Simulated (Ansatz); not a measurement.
**H₄HfO₃Se: small, medium and large basis sets**

How large a basis does H₄HfO₃Se need? Two functionals are run in growing sets.

Program: Ansatz 0.2.0, Gaussian basis. Level of theory: one geometry, several basis sets. These are calculated values, not measurements.

Plan: PBE0-D4/def2-SVP; ωB97M-V/def2-SVP; PBE0-D4/def2-QZVPP; ωB97M-V/def2-QZVPP; the functionals' def2-TZVPP values are taken from earlier runs.

## Step 1: The relaxed structure

The geometry comes from an earlier relaxation with PBE0-D4 in a triple-zeta def2 set; it is a stationary point, not always the lowest conformer. Hf takes the def2 core potential; no spin-orbit term is included.

SMILES `[OH][Hf]([OH])([OH])[SeH]`, 9 atoms, charge 0, spin multiplicity 1.

Atoms are counted from 1 here; the program's logs count them from 0.

Bond lengths: O1–Hf2 1.918 Å, O1–H6 0.951 Å, Hf2–O3 1.915 Å, Hf2–O4 1.919 Å, Hf2–Se5 2.617 Å, O3–H7 0.952 Å, O4–H8 0.951 Å, Se5–H9 1.472 Å. Angles: Hf2–O1–H6 161.1°, O1–Hf2–O3 112.6°, O1–Hf2–O4 108.9°, O1–Hf2–Se5 109.7°, O3–Hf2–O4 111.6°, O3–Hf2–Se5 104.2°, O4–Hf2–Se5 109.7°, Hf2–O3–H7 159.7°, Hf2–O4–H8 158.5°, Hf2–Se5–H9 90.3°.

## Step 2: PBE0-D4 in def2-SVP

in.yaml reads:

```yaml
crystal:
  periodic: [false, false, false]
  atoms:
    - {symbol: O, position_ang: [-0.230372, 1.005599, -1.568721]}
    - {symbol: Hf, position_ang: [0.154655, -0.041197, -0.008761]}
    - {symbol: O, position_ang: [2.022944, -0.414649, 0.183303]}
    - {symbol: O, position_ang: [-0.885617, -1.652895, -0.071190]}
    - {symbol: Se, position_ang: [-0.453218, 1.320780, 2.141869]}
    - {symbol: H, position_ang: [-0.606799, 1.278882, -2.398500]}
    - {symbol: H, position_ang: [2.951951, -0.448378, -0.021264]}
    - {symbol: H, position_ang: [-1.128282, -2.556976, 0.099344]}
    - {symbol: H, position_ang: [-1.825253, 1.508845, 1.643931]}
basis:
  gaussian: {orbitals: def2-SVP}
hamiltonian: {xc: pbe0, dispersion: d4}
output: {orbitals: {seedname: orbitals}}
```

The run is started by

```console
> ansatz run in.yaml --threads 4 --pin off --events-out ev --progress --plain --max-ram 11315MiB
```

After this run come: ωB97M-V in def2-SVP; PBE0-D4 in def2-QZVPP; ωB97M-V in def2-QZVPP.

Q: Predict the results of all the runs planned. Wanted: PBE0-D4: double and triple zeta above quadruple; ωB97M-V: double and triple zeta above quadruple.

**Answer**, as computed:

| quantity | value |
| --- | --- |
| PBE0-D4: double and triple zeta above quadruple | 17.86, 1.75 eV |
| ωB97M-V: double and triple zeta above quadruple | 17.96, 1.68 eV |

In words: PBE0-D4 gains 16.12 eV from double to triple zeta, then 1.75 eV more. Total energies overstate the basis error of differences, where much of it tends to cancel. The LUMO of ωB97M-V is positive and keeps falling with the basis (1.20 to 0.42 eV): an unbound level that the basis holds in place.
